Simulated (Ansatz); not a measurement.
# BrGaH₄O₂Si: how energies converge with the basis set

An exercise on one series of results from a longer session: the logs are not shown, and one member is left open.

The runs use Ansatz 0.2.0, Gaussian basis; one geometry, several basis sets.

Plan: PBE0-D4/def2-SVP; ωB97M-V/def2-SVP; PBE0-D4/def2-QZVPP; ωB97M-V/def2-QZVPP; the functionals' def2-TZVPP values are taken from earlier runs.

## The geometry

All runs share one geometry, relaxed beforehand with PBE0-D4 in a triple-zeta def2 set.

9 atoms, charge 0, spin multiplicity 1.

Atoms are counted from 1 here; the program's logs count them from 0.

Bond lengths: O1–Ga2 1.766 Å, O1–H6 0.961 Å, Ga2–Br3 2.256 Å, Ga2–O4 1.766 Å, O4–Si5 1.639 Å, Si5–H7 1.485 Å, Si5–H8 1.488 Å, Si5–H9 1.487 Å. Angles: Ga2–O1–H6 112.3°, O1–Ga2–Br3 120.1°, O1–Ga2–O4 118.7°, Br3–Ga2–O4 121.2°, Ga2–O4–Si5 138.4°, O4–Si5–H7 108.4°, O4–Si5–H8 111.2°, O4–Si5–H9 110.1°, H7–Si5–H8 109.2°, H7–Si5–H9 109.2°, H8–Si5–H9 108.7°.

As a file:

```
O     2.55206    1.46543    0.35478
Ga    1.42380    0.10918    0.27526
Br    2.15002   -1.99255    0.65606
O    -0.26870    0.43713   -0.10692
Si   -1.66762   -0.39596   -0.29302
H     2.12398    2.30698    0.17452
H    -2.48835    0.29156   -1.32219
H    -1.40650   -1.79469   -0.72846
H    -2.41871   -0.42710    0.98999
```

The first run:

Contents of in.yaml:

```yaml
crystal:
  periodic: [false, false, false]
  atoms:
    - {symbol: O, position_ang: [2.552062, 1.465434, 0.354776]}
    - {symbol: Ga, position_ang: [1.423800, 0.109184, 0.275263]}
    - {symbol: Br, position_ang: [2.150021, -1.992547, 0.656057]}
    - {symbol: O, position_ang: [-0.268698, 0.437135, -0.106922]}
    - {symbol: Si, position_ang: [-1.667617, -0.395962, -0.293022]}
    - {symbol: H, position_ang: [2.123982, 2.306979, 0.174519]}
    - {symbol: H, position_ang: [-2.488346, 0.291559, -1.322191]}
    - {symbol: H, position_ang: [-1.406496, -1.794695, -0.728457]}
    - {symbol: H, position_ang: [-2.418708, -0.427097, 0.989987]}
basis:
  gaussian: {orbitals: def2-SVP}
hamiltonian: {xc: pbe0, dispersion: d4}
output: {orbitals: {seedname: orbitals}}
```

Started as:

```console
> ansatz run in.yaml --threads 2 --pin off --events-out ev --progress --plain --max-ram 20480MiB --backend cpu
```

Steps of the session up to this table: PBE0-D4 in def2-SVP; ωB97M-V in def2-SVP; PBE0-D4 in def2-QZVPP; ωB97M-V in def2-QZVPP.

One table of the session follows, with a row left open; its other results are not shown here.

It belongs to the step «Functionals by basis». 

| functional | basis | HOMO (eV) |
| --- | --- | --- |
| PBE0-D4 | def2-SVP | ? |
| PBE0-D4 | def2-TZVPP | -8.79 |
| PBE0-D4 | def2-QZVPP | -8.81 |
| ωB97M-V | def2-SVP | -10.91 |
| ωB97M-V | def2-TZVPP | -11.06 |
| ωB97M-V | def2-QZVPP | -11.08 |

Q: Estimate the row for PBE0-D4, def2-SVP from the others.

The run gave: HOMO (eV): -8.68. In the column «HOMO (eV)» it is the highest.
